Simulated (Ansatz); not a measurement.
# Co2W3: the cost of one run

Computed with Ansatz 0.2.0 (DFT PBE, scalar-relativistic, plane waves, PAW, unless a step's input says otherwise).

1 further run of the same task is left out (set aside as unsound or not needed). Runs told in other sessions of the task aren't counted.

### Step 1. Starting point

The structure is trigonal, space group P-3m1 (No. 164). The conventional cell has a = 2.733 Å, b = 2.733 Å, c = 22.370 Å, α = 90.00°, β = 90.00°, γ = 120.00°. Around Co (site symmetry 3m) lie 12 Co at 2.45 to 2.73 Å. Around Co (site symmetry 3m) lie 9 Co at 2.49 to 2.73 Å and 3 W at 2.60 Å. W (site symmetry 3m) has 3 Co at 2.60 Å and 9 W at 2.73 to 2.96 Å in its first shell of neighbours. Around W (site symmetry 3m) lie 12 W at 2.73 to 2.96 Å.

As a file:

```xyz
10
Lattice="2.7327 0.0000 0.0000 -1.3664 2.3666 0.0000 0.0000 0.0000 22.3701" Properties=species:S:1:pos:R:3 pbc="T T T"
Co    0.0000    1.5777   21.4345
Co    0.0000    1.5777    2.8682
Co    1.3664    0.7889   19.5019
Co    1.3664    0.7889    0.9355
W     0.0000    1.5777   17.4368
W     0.0000    1.5777    7.4350
W     0.0000    1.5777   12.4345
W     1.3664    0.7889    4.9333
W     1.3664    0.7889    9.9356
W     1.3664    0.7889   14.9350
```

It is the end of an earlier relaxation with the same method, from a generated guess; it needn't be the stable form of this composition. At a tolerance of 0.05 Å it has space group P-3m1 (No. 164); it has 14.47 Å³/atom, an uncorrected energy of +0.37 eV/atom over the elements.

### Step 2. Static run: bands, density of states and charges

The input, input.yaml:

```yaml
crystal:
  lattice:
    - [2.7327177699, 0.0, 0.0]
    - [-1.3663588849, 2.3666030101, 0.0]
    - [0.0, 0.0, 22.3700662866]
  atoms:
    - { symbol: Co, position: [0.3333333333, 0.6666666667, 0.9581791113], spin: -1.94 }
    - { symbol: Co, position: [0.3333333333, 0.6666666667, 0.1282158113], spin: -1.16 }
    - { symbol: Co, position: [0.6666666667, 0.3333333333, 0.8717841887], spin: -1.16 }
    - { symbol: Co, position: [0.6666666667, 0.3333333333, 0.0418208887], spin: -1.94 }
    - { symbol: W, position: [0.3333333333, 0.6666666667, 0.7794700814] }
    - { symbol: W, position: [0.3333333333, 0.6666666667, 0.3323646659] }
    - { symbol: W, position: [0.3333333333, 0.6666666667, 0.5558542127] }
    - { symbol: W, position: [0.6666666667, 0.3333333333, 0.2205299186] }
    - { symbol: W, position: [0.6666666667, 0.3333333333, 0.4441457873] }
    - { symbol: W, position: [0.6666666667, 0.3333333333, 0.6676353341] }
basis:
  ecutwfc: 420
kpoints:
  mp_grid: { grid: [18, 18, 2] }
  band_path:
    path:
      - [[0.0, 0.0, 0.0], [0.5, 0.0, 0.0], [0.33333333, 0.33333333, 0.0], [0.0, 0.0, 0.0], [0.0, 0.0, 0.5], [0.5, 0.0, 0.5], [0.33333333, 0.33333333, 0.5], [0.0, 0.0, 0.5]]
      - [[0.5, 0.0, 0.5], [0.5, 0.0, 0.0]]
      - [[0.33333333, 0.33333333, 0.5], [0.33333333, 0.33333333, 0.0]]
    npoints: 14
hamiltonian:
  xc: pbe
scf:
  occupations: { method: gaussian, width: 0.1 }
  n_extra_bands: 25
output:
  forces: true
  stress: true
  eigenvalues: true
  populations: true
  dos: { projected: true, de: 0.02, nscf_kmesh: { grid: [22, 22, 3] } }
  bader: true
  write_density: true
  write_potential: true
  elf: true
  volumetric_format: npy
magnetization:
  spin_polarized: true
checkpoint:
  read: start.run
  write: ck
  compress: false
  write_wavefunctions: false
  write_every: 100000
```

On the command line:

```
> ansatz run input.yaml --threads 4 --pin off --max-ram 8192MiB --backend cpu --events-out ev --progress --plain --runs-dir out
```

**Question.** How long does this run take on 4 threads of Intel Xeon at 2.50GHz (Skylake/Cascade Lake), shared host, and how much memory does it need?

About 3.9 min, with a peak of 2 GiB.
